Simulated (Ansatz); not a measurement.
# CH2FNOSn: a ladder of functionals and wavefunction methods

Aim: compute CH2FNOSn with functionals from several rungs and with coupled cluster, and see how far each lands from CCSD(T) at the basis-set limit for the atomisation energy.

Method: functionals in def2-TZVPP, the program's frozen cores in correlated methods; program: Ansatz 0.2.0, Gaussian basis.

Levels to be run: LDA (SPW92), PBE-D4, revPBE-D4, BLYP-D4, r2SCAN-D4, B97M-V, PBE0-D4, B3LYP-D4, r2SCANh-D4, r2SCAN0-D4, HSE06-D4, BHLYP-D4, CAM-B3LYP-D4, LC-ωPBE, ωB97X-V, ωB97M-V, B2PLYP, PBE-QIDH; CCSD(T)/def2-SVP; CCSD(T)/def2-TZVPP; MP2/def2-QZVPP; extrapolation to the limit; RPA on PBE.

**1. The geometry**

The geometry comes from an earlier relaxation with PBE0-D4 in a triple-zeta def2 set; it is a stationary point, not always the lowest conformer. Sn takes the def2 core potential; no spin-orbit term is included.

SMILES `O=C=[N][SnH2][F]`, 7 atoms, charge 0, spin multiplicity 1.

Atoms are counted from 1 here; the program's logs count them from 0.

Bond lengths: O1–C2 1.165 Å, C2–N3 1.203 Å, N3–Sn4 2.002 Å, Sn4–F5 1.915 Å, Sn4–H6 1.690 Å, Sn4–H7 1.694 Å. Angles: O1–C2–N3 176.2°, C2–N3–Sn4 138.7°, N3–Sn4–F5 104.6°, N3–Sn4–H6 107.3°, N3–Sn4–H7 109.3°, F5–Sn4–H6 107.1°, F5–Sn4–H7 106.4°, H6–Sn4–H7 120.9°.

**2. LDA**

This LDA is Slater exchange with PW92 correlation.

Input file in.yaml:

```yaml
crystal:
  periodic: [false, false, false]
  atoms:
    - {symbol: O, position_ang: [-0.221736, -2.869281, -0.931603]}
    - {symbol: C, position_ang: [-0.121538, -1.906785, -0.283816]}
    - {symbol: N, position_ang: [-0.020930, -0.958236, 0.449393]}
    - {symbol: Sn, position_ang: [0.157431, 1.031635, 0.318540]}
    - {symbol: F, position_ang: [-0.877092, 1.510008, -1.220139]}
    - {symbol: H, position_ang: [-0.618634, 1.696104, 1.665182]}
    - {symbol: H, position_ang: [1.763801, 1.428456, -0.043156]}
basis:
  gaussian: {orbitals: def2-TZVPP}
hamiltonian: {xc: lda}
output: {orbitals: {seedname: orbitals}}
```

The runs that follow: PBE-D4 (GGA); revPBE-D4 (GGA); BLYP-D4 (GGA); r2SCAN-D4 (meta-GGA); B97M-V (meta-GGA); PBE0-D4 (hybrid); B3LYP-D4 (hybrid); r2SCANh-D4 (hybrid); r2SCAN0-D4 (hybrid); HSE06-D4 (hybrid); BHLYP-D4 (hybrid); CAM-B3LYP-D4 (range-separated); LC-ωPBE-D4 (range-separated); ωB97X-V (range-separated); ωB97M-V (range-separated); B2PLYP (double hybrid); PBE-QIDH (double hybrid); CCSD(T) in def2-SVP; CCSD(T) in def2-TZVPP; MP2 in def2-QZVPP; RPA on PBE orbitals.

**Question.** What will the summary of the whole plan be? Wanted: atomisation energy, CCSD(T)/CBS; farthest beyond LDA; mean size of error, GGA; mean size of error, meta-GGA; mean size of error, hybrid; mean size of error, range-separated; mean size of error, double hybrid; gap, smallest and largest; T1 diagnostic.

The runs gave:

| quantity | value |
| --- | --- |
| atomisation energy, CCSD(T)/CBS | 27.574 eV |
| functionals within 0.276 eV (1.0 %) | revPBE-D4, r2SCAN-D4, PBE0-D4, B3LYP-D4, HSE06-D4, CAM-B3LYP-D4, LC-ωPBE, ωB97X-V, ωB97M-V |
| farthest beyond LDA | BHLYP-D4 (-1.757 eV) |
| mean size of error, GGA | 0.586 eV |
| mean size of error, meta-GGA | 0.201 eV |
| mean size of error, hybrid | 0.598 eV |
| mean size of error, range-separated | 0.083 eV |
| mean size of error, double hybrid | 0.414 eV |
| gap, smallest and largest | 5.12 eV (BLYP-D4), 12.38 eV (LC-ωPBE) |
| T1 diagnostic | 0.0158 |
| triples share of the correlation energy | 3.8 % |

**Reading.** The LDA atomisation energy is off by 5.301 eV (19 %): it overbinds. PBE-D4 is off by +1.183 eV. Double hybrids carry the basis error of their MP2 part in triple zeta, and no dispersion term here, so their miss is partly the set-up's. The rungs range-separated, meta-GGA miss on average by less than the doubt on the reference (0.276 eV), so they tie. Misses under about 0.276 eV are within the doubt on the reference itself, which lacks core-valence correlation, spin-orbit coupling and higher excitations, and its outer-core shells are covered unevenly. All levels share the lack of spin-orbit coupling, which lowers the free heavy atoms and so the true binding. Hartree-Fock recovers 63 % of the binding; the rest is correlation. CCSD(T) in def2-SVP is off by -2.201 eV, so the small basis spoils what the method gains. The gap grows from 5.1 to 12.4 eV across the functionals, mostly with the share of exact exchange. Correlated methods include outer-core shells of Sn, which these sets cover unevenly.
